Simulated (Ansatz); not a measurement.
**C₄H₁₄Al₂Cl₂N₂: up Jacob's ladder to CCSD(T)**

One table from this session's results is given with a row withheld; the runs are named, their logs left out.

Method: functionals in def2-TZVPP, the program's frozen cores in correlated methods; program: Ansatz 0.2.0, Gaussian basis.

The runs, in order: LDA (SPW92), PBE-D4, revPBE-D4, BLYP-D4, r2SCAN-D4, B97M-V, PBE0-D4, B3LYP-D4, r2SCANh-D4, r2SCAN0-D4, HSE06-D4, BHLYP-D4, CAM-B3LYP-D4, LC-ωPBE, ωB97X-V, ωB97M-V, B2PLYP, PBE-QIDH; CCSD(T)/def2-SVP; CCSD(T)/def2-TZVPP; MP2/def2-QZVPP; extrapolation to the limit; RPA on PBE.

## Structure used throughout

An earlier PBE0-D4 in a triple-zeta def2 set relaxation fixed the geometry.

SMILES `C[CH2][Al@-]1([Cl])[NH2+][Al@-]([Cl])([CH2]C)[NH2+]1`, 24 atoms, charge 0, spin multiplicity 1.

Atoms are counted from 1 here; the program's logs count them from 0.

Bond lengths: C1–C2 1.531 Å, C1–H11 1.093 Å, C1–H12 1.094 Å, C1–H13 1.095 Å, C2–Al3 1.953 Å, C2–H14 1.097 Å, C2–H15 1.099 Å, Al3–Cl4 2.129 Å, Al3–N5 1.943 Å, Al3–N10 1.947 Å, N5–Al6 1.947 Å, N5–H16 1.014 Å, N5–H17 1.015 Å, Al6–Cl7 2.129 Å, Al6–C8 1.953 Å, Al6–N10 1.943 Å, C8–C9 1.531 Å, C8–H18 1.099 Å and more. Angles: C2–C1–H11 111.4°, C2–C1–H12 112.4°, C2–C1–H13 111.9°, H11–C1–H12 107.3°, H11–C1–H13 106.8°, H12–C1–H13 106.8°, C1–C2–Al3 114.3°, C1–C2–H14 109.5°, C1–C2–H15 109.8°, Al3–C2–H14 108.8°, Al3–C2–H15 108.9°, H14–C2–H15 105.1°, C2–Al3–Cl4 120.8°, C2–Al3–N5 113.7°, C2–Al3–N10 112.8°, Cl4–Al3–N5 108.7°, Cl4–Al3–N10 108.0°, N5–Al3–N10 87.9° and more.

Coordinates:

```xyz
24
C4H14Al2Cl2N2
C    -1.12792   -2.59755    2.22541
C    -0.01449   -1.61650    1.85041
Al   -0.62300    0.21641    1.56239
Cl   -1.60498    1.29606    3.11192
N     0.72089    1.36665    0.75756
Al   -0.23070    1.39187   -0.94058
Cl   -0.88063    3.38633   -1.30213
C     0.67764    0.36748   -2.33281
C     1.97239    1.00651   -2.84084
N    -1.66789    0.41740   -0.06782
H    -1.63500   -2.29262    3.14463
H    -0.75302   -3.61334    2.38285
H    -1.89561   -2.66009    1.44731
H     0.75281   -1.61522    2.63446
H     0.50148   -1.96721    0.94564
H     1.66130    0.98956    0.72767
H     0.78361    2.28009    1.19613
H     0.88505   -0.64311   -1.95398
H    -0.01344    0.22161   -3.17222
H     2.70744    1.13159   -2.03911
H     2.45358    0.40962   -3.62145
H     1.78938    2.00009   -3.25843
H    -1.94949   -0.44635   -0.51737
H    -2.50937    0.97070    0.06034
```

The first run:

Input file in.yaml:

```yaml
crystal:
  periodic: [false, false, false]
  atoms:
    - {symbol: C, position_ang: [-1.127916, -2.597553, 2.225413]}
    - {symbol: C, position_ang: [-0.014491, -1.616497, 1.850408]}
    - {symbol: Al, position_ang: [-0.622996, 0.216415, 1.562394]}
    - {symbol: Cl, position_ang: [-1.604981, 1.296058, 3.111918]}
    - {symbol: N, position_ang: [0.720893, 1.366645, 0.757556]}
    - {symbol: Al, position_ang: [-0.230704, 1.391875, -0.940577]}
    - {symbol: Cl, position_ang: [-0.880633, 3.386326, -1.302130]}
    - {symbol: C, position_ang: [0.677641, 0.367479, -2.332806]}
    - {symbol: C, position_ang: [1.972390, 1.006510, -2.840839]}
    - {symbol: N, position_ang: [-1.667895, 0.417402, -0.067820]}
    - {symbol: H, position_ang: [-1.635002, -2.292615, 3.144630]}
    - {symbol: H, position_ang: [-0.753017, -3.613343, 2.382854]}
    - {symbol: H, position_ang: [-1.895607, -2.660092, 1.447306]}
    - {symbol: H, position_ang: [0.752810, -1.615221, 2.634457]}
    - {symbol: H, position_ang: [0.501475, -1.967212, 0.945645]}
    - {symbol: H, position_ang: [1.661303, 0.989561, 0.727669]}
    - {symbol: H, position_ang: [0.783608, 2.280092, 1.196128]}
    - {symbol: H, position_ang: [0.885046, -0.643107, -1.953976]}
    - {symbol: H, position_ang: [-0.013441, 0.221612, -3.172217]}
    - {symbol: H, position_ang: [2.707438, 1.131592, -2.039111]}
    - {symbol: H, position_ang: [2.453576, 0.409619, -3.621447]}
    - {symbol: H, position_ang: [1.789378, 2.000094, -3.258430]}
    - {symbol: H, position_ang: [-1.949489, -0.446352, -0.517366]}
    - {symbol: H, position_ang: [-2.509374, 0.970703, 0.060342]}
basis:
  gaussian: {orbitals: def2-TZVPP}
hamiltonian: {xc: lda}
output: {orbitals: {seedname: orbitals}}
```

Command:

```console
$ ansatz run in.yaml --threads 4 --pin off --events-out ev --progress --plain --max-ram 66560MiB --backend cuda --devices 0, --max-vram 37GiB
```

Among the steps run: LDA; PBE-D4 (GGA); revPBE-D4 (GGA); BLYP-D4 (GGA); r2SCAN-D4 (meta-GGA); B97M-V (meta-GGA); B3LYP-D4 (hybrid); r2SCANh-D4 (hybrid); r2SCAN0-D4 (hybrid); HSE06-D4 (hybrid); BHLYP-D4 (hybrid); CAM-B3LYP-D4 (range-separated); LC-ωPBE (range-separated); ωB97X-V (range-separated); ωB97M-V (range-separated); B2PLYP (double hybrid); PBE-QIDH (double hybrid).

One table of the session follows, with a row left open; its other results are not shown here.

It belongs to the step «Orbital energies across the functionals». 

```
  functional  HOMO (eV)  gap (eV)
 LDA (SPW92)          ?         ?
      PBE-D4      -6.20      5.38
   revPBE-D4      -6.14      5.46
     BLYP-D4      -6.08      5.30
   r2SCAN-D4      -6.46      6.21
      B97M-V      -6.55      5.85
     PBE0-D4      -7.48      7.45
    B3LYP-D4      -7.27      6.94
  r2SCANh-D4      -6.93      6.92
  r2SCAN0-D4      -7.65      7.98
    HSE06-D4      -7.08      6.69
    BHLYP-D4      -8.69      9.29
CAM-B3LYP-D4      -8.85      9.60
     LC-ωPBE     -10.20     12.25
     ωB97X-V      -9.85     11.63
     ωB97M-V      -9.70     11.06
```

**Question.** Estimate the row for LDA (SPW92).

As computed: HOMO (eV): -6.31; gap (eV): 5.28. In the column «HOMO (eV)» it lies between r2SCAN-D4 (-6.46) and PBE-D4 (-6.20).
